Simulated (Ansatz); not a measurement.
# C₄H₄F₆O: one species, many methods

An exercise on one series of results from a longer session: the logs are not shown, and one member is left open.

Computed with Ansatz 0.2.0, Gaussian basis. Level: functionals in def2-TZVPP, the program's frozen cores in correlated methods.

Levels to be run: LDA (SPW92), PBE-D4, revPBE-D4, BLYP-D4, r2SCAN-D4, B97M-V, PBE0-D4, B3LYP-D4, r2SCANh-D4, r2SCAN0-D4, HSE06-D4, BHLYP-D4, CAM-B3LYP-D4, LC-ωPBE, ωB97X-V, ωB97M-V, B2PLYP, PBE-QIDH; CCSD(T)/def2-SVP; CCSD(T)/def2-TZVPP; MP2/def2-QZVPP; extrapolation to the limit; RPA on PBE.

## The relaxed structure

The geometry comes from an earlier relaxation with PBE0-D4 in a triple-zeta def2 set; it is a stationary point, not always the lowest conformer.

SMILES `FCC(F)C(F)(F)OC(F)F`, 15 atoms, charge 0, spin multiplicity 1.

Atoms are counted from 1 here; the program's logs count them from 0.

Bond lengths: F1–C2 1.374 Å, C2–C3 1.507 Å, C2–H12 1.092 Å, C2–H13 1.093 Å, C3–F4 1.376 Å, C3–C5 1.528 Å, C3–H14 1.094 Å, C5–F6 1.337 Å, C5–F7 1.347 Å, C5–O8 1.374 Å, O8–C9 1.379 Å, C9–F10 1.344 Å, C9–F11 1.334 Å, C9–H15 1.090 Å. Angles: F1–C2–C3 109.0°, F1–C2–H12 108.8°, F1–C2–H13 108.8°, C3–C2–H12 110.3°, C3–C2–H13 110.1°, H12–C2–H13 109.8°, C2–C3–F4 110.3°, C2–C3–C5 112.3°, C2–C3–H14 110.3°, F4–C3–C5 107.9°, F4–C3–H14 108.2°, C5–C3–H14 107.7°, C3–C5–F6 108.6°, C3–C5–F7 109.1°, C3–C5–O8 115.5°, F6–C5–F7 107.9°, F6–C5–O8 105.5°, F7–C5–O8 110.0° and more.

The first run:

Input file in.yaml:

```yaml
crystal:
  periodic: [false, false, false]
  atoms:
    - {symbol: F, position_ang: [-1.638502, 1.530087, -2.032575]}
    - {symbol: C, position_ang: [-0.738767, 1.305106, -1.018324]}
    - {symbol: C, position_ang: [-1.110787, 0.030854, -0.305242]}
    - {symbol: F, position_ang: [-0.801422, -1.059487, -1.084853]}
    - {symbol: C, position_ang: [-0.379704, -0.121775, 1.028225]}
    - {symbol: F, position_ang: [-0.793323, 0.845247, 1.853974]}
    - {symbol: F, position_ang: [-0.711846, -1.305795, 1.579031]}
    - {symbol: O, position_ang: [0.987423, 0.004584, 0.972017]}
    - {symbol: C, position_ang: [1.727608, -0.990934, 0.368622]}
    - {symbol: F, position_ang: [2.148748, -0.556967, -0.831641]}
    - {symbol: F, position_ang: [2.809348, -1.185806, 1.124413]}
    - {symbol: H, position_ang: [0.261786, 1.219858, -1.447636]}
    - {symbol: H, position_ang: [-0.773796, 2.148123, -0.323306]}
    - {symbol: H, position_ang: [-2.185231, 0.010260, -0.100396]}
    - {symbol: H, position_ang: [1.176867, -1.924155, 0.246993]}
basis:
  gaussian: {orbitals: def2-TZVPP}
hamiltonian: {xc: lda}
output: {orbitals: {seedname: orbitals}}
```

Run with:

```
> ansatz run in.yaml --threads 5 --pin off --events-out ev --progress --plain --max-ram 66560MiB --backend cuda --devices 0, --max-vram 37GiB
```

Among the steps run: LDA; PBE-D4 (GGA); revPBE-D4 (GGA); BLYP-D4 (GGA); r2SCAN-D4 (meta-GGA); B97M-V (meta-GGA); PBE0-D4 (hybrid); B3LYP-D4 (hybrid); r2SCANh-D4 (hybrid); r2SCAN0-D4 (hybrid); HSE06-D4 (hybrid); BHLYP-D4 (hybrid); CAM-B3LYP-D4 (range-separated); LC-ωPBE (range-separated); ωB97X-V (range-separated); ωB97M-V (range-separated); B2PLYP (double hybrid); PBE-QIDH (double hybrid).

One table of the session follows, with a row left open; its other results are not shown here.

It belongs to the step «Orbital energies across the functionals». 

```
  functional  HOMO (eV)  LUMO (eV)  gap (eV)
 LDA (SPW92)      -8.50      -0.52      7.98
      PBE-D4      -8.26      -0.15      8.10
   revPBE-D4      -8.16       0.00      8.16
     BLYP-D4      -8.22      -0.06      8.16
   r2SCAN-D4      -8.68       0.25      8.93
      B97M-V      -8.85       0.25      9.10
     PBE0-D4     -10.07       1.00     11.07
    B3LYP-D4      -9.85       0.67     10.52
  r2SCANh-D4      -9.35       0.66     10.01
  r2SCAN0-D4     -10.36       1.26     11.62
    HSE06-D4      -9.66       0.61     10.27
    BHLYP-D4     -11.88       1.97     13.85
CAM-B3LYP-D4     -11.63       2.00     13.64
     LC-ωPBE     -12.88       3.36     16.25
     ωB97X-V     -12.56       3.22     15.78
     ωB97M-V          ?          ?         ?
```

Estimate the missing values for ωB97M-V.

As computed: HOMO (eV): -12.49; LUMO (eV): 2.87; gap (eV): 15.36. In the column «HOMO (eV)» it lies between ωB97X-V (-12.56) and BHLYP-D4 (-11.88).
